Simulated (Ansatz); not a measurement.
# Ti2AlC: the cost of one run

Program: Ansatz 0.2.0. Level of theory: DFT LDA, scalar-relativistic, plane waves, PAW. These are calculated values, not measurements.

2 further runs of the same task are left out: 2 set aside as unsound or not needed.

## 1. Starting point

It takes space group P6_3/mmc (No. 194, hexagonal). The conventional cell has a = 3.013 Å, b = 3.013 Å, c = 13.523 Å, α = 90.00°, β = 90.00°, γ = 120.00°. Ti (site symmetry 3m) is surrounded by 3 C at 2.08 Å. Al (site symmetry -6m2) is surrounded by 6 Ti at 2.84 Å and 6 Al at 3.01 Å. C (site symmetry -3m) is surrounded by 6 Ti at 2.08 Å.

Coordinates:

```
Ti Al C
1.0
     3.01301    0.00000    0.00000
    -1.50650    2.60934    0.00000
     0.00000    0.00000   13.52335
Ti Al C
4 2 2
Cartesian
  0.0000 1.7396 1.1320
  1.5065 0.8698 7.8937
  1.5065 0.8698 12.3913
  0.0000 1.7396 5.6297
  0.0000 1.7396 10.1425
  1.5065 0.8698 3.3808
  0.0000 0.0000 0.0000
  0.0000 0.0000 6.7617
```

It goes back to an entry of the Materials Project, which need not be the stable form.

It is the result of an earlier relaxation at this level (volume 13.29 Å³/atom; gap on the mesh: none (metal)).

## 2. The cell under 5 GPa

What is minimised here is the enthalpy; the energy can go up as the cell is squeezed.

input.yaml reads:

```yaml
crystal:
  lattice:
    - [3.013005236, 0.0, 0.0]
    - [-1.506502618, 2.6093390761, 0.0]
    - [0.0, 0.0, 13.5233498379]
  atoms:
    - { symbol: Ti, position: [0.3333333333, 0.6666666667, 0.0837077118] }
    - { symbol: Ti, position: [0.6666666667, 0.3333333333, 0.5837077118] }
    - { symbol: Ti, position: [0.6666666667, 0.3333333333, 0.9162922882] }
    - { symbol: Ti, position: [0.3333333333, 0.6666666667, 0.4162922882] }
    - { symbol: Al, position: [0.3333333333, 0.6666666667, 0.75] }
    - { symbol: Al, position: [0.6666666667, 0.3333333333, 0.25] }
    - { symbol: C, position: [0.0, 0.0, 0.0] }
    - { symbol: C, position: [0.0, 0.0, 0.5] }
basis:
  ecutwfc: 420
kpoints:
  mp_grid: { grid: [12, 12, 4] }
hamiltonian:
  xc: lda
scf:
  occupations: { method: fermi_dirac, width: 0.15 }
output:
  forces: true
  stress: true
  eigenvalues: true
relax:
  adjacent_minimum: "off"
  f_tol: 0.001
  max_steps: 60
  cell: { stress_tol: 0.02, p_target: 5.0 }
```

Started as:

```
ansatz run input.yaml --threads 2 --pin off --max-ram 6144MiB --backend cpu --events-out ev --progress --plain --runs-dir out
```

Q: Estimate wall time and peak memory on 2 threads of Oxide Virtual Turin-like (Zen 5), shared host.

About 48 s, with a peak of 0.56 GiB.
